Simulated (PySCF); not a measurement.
# Pb: excitation energy in x2c-TZVPPall plus 1 even-tempered diffuse shell per l

Wanted: the excitation energy of lead, up a ladder of methods.

The numbers are computed with PySCF 2.14.0 (unrestricted determinants in a Gaussian basis, no spin-orbit coupling in the energies), except any that are marked as measured or tabulated.

**1. The system**

```
Element                                   : lead (Z = 82)
Basis                                     : x2c-TZVPPall with one added diffuse shell each of s, p, d, f type (12s8p7d4f, 99 functions)
Hamiltonian                               : the spin-free X2C one-electron Hamiltonian (Gaussian nucleus)
State 1                                   : Pb: [Xe] 4f14 5d10 6s1 6p3, high-spin 5S determinant (an excited configuration)
Needed too, but not shown                 : Pb [Xe] 4f14 5d10 6s2 6p2 (3P)
Methods                                   : CCSD(T)
Core shells frozen in the correlated runs : valence and next inner shell: [Kr] 4d10 4f14 (for Pb)
```

Outer shells as boxes (Hund's rule):

Pb [Xe] 4f14 5d10 6s1 6p3
```
[Xe] core
4f [↑↓][↑↓][↑↓][↑↓][↑↓][↑↓][↑↓]
5d [↑↓][↑↓][↑↓][↑↓][↑↓]
6s [↑ ]
6p [↑ ][↑ ][↑ ]
```

One driver process ran all states and methods and kept the integrals in memory. Each run is shown as a PySCF script that sums up its settings (the driver passes frozen orbitals as a list and adds second-order terms of double hybrids); the logs are those of the runs themselves. The driver starts from symmetry-adapted Hartree-Fock orbitals, holds the occupation by maximum overlap and uses a logarithmic radial grid for functionals, so a plain start would take other cycles.

The integrals over 99 functions and the set-up took 7.4 s of CPU time.

**2. Pb [Xe] 4f14 5d10 6s1 6p3: CCSD(T) (valence and next inner shell)**

**CCSD(T) (valence and next inner shell)**

The input, input.py:

```python
from pyscf import gto, scf, dft, mp, cc
import basis_set_exchange as bse
mol = gto.M(atom="Pb 0 0 0", charge=0, spin=4, symmetry="D2h",
            basis=gto.basis.parse(bse.get_basis("x2c-TZVPPall", elements=["Pb"], fmt="nwchem", augment_diffuse=1)),
            nucmod="G")
mf = scf.UHF(mol).sfx2c1e()
mf.irrep_nelec = {'Ag': (12, 11), 'B1g': (3, 3), 'B2g': (3, 3), 'B3g': (3, 3), 'Au': (1, 1), 'B1u': (7, 6), 'B2u': (7, 6), 'B3u': (7, 6)}
mf.kernel()
mycc = cc.CCSD(mf, frozen=30).run()
mycc.ccsd_t()
```

Before running it: what results should come out?

As calculated:

| quantity | value |
| --- | --- |
| excitation energy, Pb → [Xe] 4f14 5d10 6s1 6p3 | UHF 4.692, CCSD(T) (valence and next inner shell) 6.193 eV |

Accuracy by level (over 1 difference):

```tsv
method	mean absolute miss against CCSD(T) (valence and next inner shell) (eV)
UHF	1.501
MP2 (valence and next inner shell)	0.211
SCS-MP2 (valence and next inner shell)	0.342
CCSD (valence and next inner shell)	0.075
CCSD(T) (valence and next inner shell)	0.000
```

What this shows: The methods span 1.843 eV, from UHF (4.692) to SCS-MP2 (valence and next inner shell) (6.535). No reference value is at hand in this session. The basis is finite, and no extrapolation was made.
